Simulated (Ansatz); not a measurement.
Task: a single point in a Gaussian basis of CH6OSSn, SMILES C[O][SnH2][SH], with Ansatz's Python interface. Give the script and its output. Settings: r2SCAN, def2-SVP basis, multiplicity 1.

```xyz
10

C    -0.8911    1.1699   -0.0887
O    -1.3573   -0.1266   -0.1130
Sn    0.1746   -1.2336    0.4219
S     1.8850   -1.3154   -1.3722
H    -0.6173    1.5139    0.9014
H    -0.1216    1.3972   -0.8356
H    -1.7694    1.8571   -0.3911
H    -0.3001   -2.8389    0.8023
H     0.9658   -0.5184    1.8944
H     2.1146    0.0436   -1.2166
```

Script `ch6ossn_energy.py`:
```python
'''Single point of CH6OSSn in a Gaussian basis.'''

import ansatz as az
import numpy as np

BASIS = 'def2-SVP'
XC = 'r2scan'


def main() -> None:
    geometry_ang = [
        ('C', [-0.8911, 1.1699, -0.0887]),
        ('O', [-1.3573, -0.1266, -0.113]),
        ('Sn', [0.1746, -1.2336, 0.4219]),
        ('S', [1.885, -1.3154, -1.3722]),
        ('H', [-0.6173, 1.5139, 0.9014]),
        ('H', [-0.1216, 1.3972, -0.8356]),
        ('H', [-1.7694, 1.8571, -0.3911]),
        ('H', [-0.3001, -2.8389, 0.8023]),
        ('H', [0.9658, -0.5184, 1.8944]),
        ('H', [2.1146, 0.0436, -1.2166]),
    ]
    geometry = az.Crystal.molecule()
    for symbol, xyz in geometry_ang:
        geometry = geometry.atom(symbol, xyz)

    base = (
        geometry.calculation()
        .basis(gaussian=BASIS)
        .functional(XC)
        .forces()
    )
    done = base.run()
    summary = done.report

    print('reference energy %16.6f eV' % summary['reference_energy_ev'])
    print('total energy     %16.6f eV' % summary['free_energy_ev'])
    print('occupied orbitals outside the frozen core (up, down):', summary['n_occupied'], ' frozen:', summary['n_frozen'], ' virtual:', summary['n_virtual'])

    field = summary['mean_field']
    print('<S^2> =', round(abs(field['state']['spin_squared']), 4), ' all-electron relativity setting:', field['relativity'])
    print('passes:', field['passes'])
    if 'symmetry' in field:
        print('occupied orbitals by irrep:', field['symmetry']['occupied'])

    symbols = [site.symbol for site in geometry.cartesian_sites]
    print('forces (eV/A)')
    for symbol, f in zip(symbols, summary['forces_ev_ang']):
        print(f'  {symbol:2s} {f[0]:9.4f} {f[1]:9.4f} {f[2]:9.4f}')

    charges = summary['charge_distribution']
    print('dipole moment', round(4.803205 * float(np.linalg.norm(charges['dipole_moment_e_ang'])), 3), 'D')
    print('Mulliken:', [(s, round(q, 3)) for s, q in zip(symbols, charges['mulliken_charges_e'])])


if __name__ == '__main__':
    main()
```

```console
$ python ch6ossn_energy.py
reference energy    -19842.273225 eV
total energy        -19842.273225 eV
occupied orbitals outside the frozen core (up, down): [29, 29]  frozen: 0  virtual: [73, 73]
<S^2> = 0.0  all-electron relativity setting: none
passes: {'evaluations': 15, 'products': 13}
occupied orbitals by irrep: [{'A': 29}, {'A': 29}]
forces (eV/A)
  C    -2.4993    2.3468   -1.1623
  O    -0.1668   -0.7741   -0.0183
  Sn    1.6730   -1.1361    1.0512
  S    -0.3873    0.9186    0.4791
  H     0.5561    0.2731    0.7115
  H     0.5488   -0.0117   -0.1151
  H     0.9926   -0.6845    0.3267
  H    -0.1146    0.0803   -0.2126
  H    -0.5627   -0.2077   -0.9203
  H    -0.0399   -0.8047   -0.1400
dipole moment 1.715 D
Mulliken: [('C', 0.134), ('O', -0.535), ('Sn', 0.666), ('S', -0.299), ('H', 0.032), ('H', 0.019), ('H', 0.042), ('H', -0.065), ('H', -0.097), ('H', 0.103)]
```

Reading the output:
- Total energies depend on the basis set; only differences at equal settings carry meaning.
- The geometry is a force-field or estimated start, not a minimum of this method, and the basis set is short of its limit.
- def2 sets replace the cores of elements past krypton by effective core potentials.
- The whole script took 8.2 s on 1 thread of AMD EPYC 7R43 64-Core Processor (Zen 3), with other jobs on the host, peak memory 0.22 GiB.
